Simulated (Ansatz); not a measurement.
# SnBrF3: basis-set convergence

How large a basis does SnBrF3 need? Two functionals are run in growing sets.

Method: one geometry, several basis sets; program: Ansatz 0.2.0, Gaussian basis.

The runs, in order: PBE0-D4/def2-SVP; ωB97M-V/def2-SVP; PBE0-D4/def2-QZVPP; ωB97M-V/def2-QZVPP; the functionals' def2-TZVPP values are taken from earlier runs.

## (1) The relaxed structure

The geometry comes from an earlier relaxation with PBE0-D4 in a triple-zeta def2 set; it is a stationary point. Sn takes the def2 core potential; no spin-orbit term is included.

SMILES `[F][Sn]([F])([F])[Br]`, 5 atoms, charge 0, spin multiplicity 1.

Atoms are counted from 1 here; the program's logs count them from 0.

Bond lengths: F1–Sn2 1.884 Å, Sn2–F3 1.884 Å, Sn2–F4 1.884 Å, Sn2–Br5 2.407 Å. Angles: F1–Sn2–F3 106.5°, F1–Sn2–F4 106.5°, F1–Sn2–Br5 112.3°, F3–Sn2–F4 106.5°, F3–Sn2–Br5 112.3°, F4–Sn2–Br5 112.3°.

## (2) PBE0-D4 in def2-SVP

in.yaml reads:

```yaml
crystal:
  periodic: [false, false, false]
  atoms:
    - {symbol: F, position_ang: [-0.940364, -0.486159, 1.573639]}
    - {symbol: Sn, position_ang: [0.012695, -0.066265, 0.003603]}
    - {symbol: F, position_ang: [1.784710, -0.642587, 0.281828]}
    - {symbol: F, position_ang: [-0.696621, -1.153891, -1.361511]}
    - {symbol: Br, position_ang: [-0.110620, 2.275202, -0.539057]}
basis:
  gaussian: {orbitals: def2-SVP}
hamiltonian: {xc: pbe0, dispersion: d4}
output: {orbitals: {seedname: orbitals}}
```

The run is started by

```sh
ansatz run in.yaml --threads 4 --pin off --events-out ev --progress --plain --max-ram 10444MiB
```

Further steps of the session: ωB97M-V in def2-SVP; PBE0-D4 in def2-QZVPP; ωB97M-V in def2-QZVPP.

Q: Predict the results of all the runs planned. Wanted: PBE0-D4: double and triple zeta above quadruple; ωB97M-V: double and triple zeta above quadruple.

The runs gave:

| quantity | value |
| --- | --- |
| PBE0-D4: double and triple zeta above quadruple | 21.59, 2.02 eV |
| ωB97M-V: double and triple zeta above quadruple | 21.66, 1.93 eV |

PBE0-D4 gains 19.57 eV from double to triple zeta, then 2.02 eV more. These are total energies; as a rule much of such shifts cancels in differences, which this series doesn't test.
